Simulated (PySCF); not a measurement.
# C5H10O2Si: the cost of one run

Programs: PySCF 2.14.0, with density-fitted response routines of our own. Each step states its level of theory. These are calculated values for one molecule in the gas phase, unless marked as measured. Atoms are numbered from 0 throughout.

### 1 The starting structure

18 atoms, charge 0, multiplicity 1; geometry from: GFN2-xTB.

Bonds of the start (Å): C0–C1 1.33, C1–O2 1.35, O2–Si3 1.64, Si3–C4 1.90, C4–C5 1.53, C5–C6 1.54, C6–O7 1.41, C6–C1 1.51, C0–H8 1.07, C0–H9 1.07, Si3–H10 1.46, Si3–H11 1.46, C4–H12 1.09, C4–H13 1.09, C5–H14 1.09, C5–H15 1.09, C6–H16 1.10, O7–H17 0.96.

### 2 Ultraviolet spectrum: B3LYP/def2-SVPD

What the job is given:

```
{"job": {"kind": "uv", "xc": "B3LYP", "basis": "def2-SVPD", "nstates": 8, "ntriplets": 3}, "charge": 0, "multiplicity": 1}
C      2.351673     1.073119     0.127695
C      1.134429     0.616842    -0.133615
O      0.181742     1.404043    -0.667908
Si    -1.368296     0.918523    -0.908174
C     -1.772578    -0.359446     0.443205
C     -0.473263    -0.796087     1.125164
C      0.688932    -0.803336     0.121872
O      0.201719    -1.369574    -1.079238
H      3.105434     0.436294     0.551129
H      2.612878     2.097659    -0.064658
H     -2.046706     2.195578    -0.704008
H     -1.532628     0.387483    -2.258587
H     -2.458928     0.030432     1.193328
H     -2.250186    -1.230765    -0.000334
H     -0.212035    -0.109954     1.933536
H     -0.585191    -1.794764     1.551793
H      1.532270    -1.389206     0.514486
H      0.881977    -1.300525    -1.757343
```

Method: TDDFT B3LYP/def2-SVPD, vertical, gas phase, core orbitals frozen in the response.

Command:

```sh
> OMP_NUM_THREADS=1 python probes_run.py task.json out
```

One launch serves the whole session: the jobs run in the order shown.

Q: Estimate the wall time and peak memory of this job on 1 thread of Arm Neoverse V1, shared host.

About 87 s, with a peak of 1 GiB.
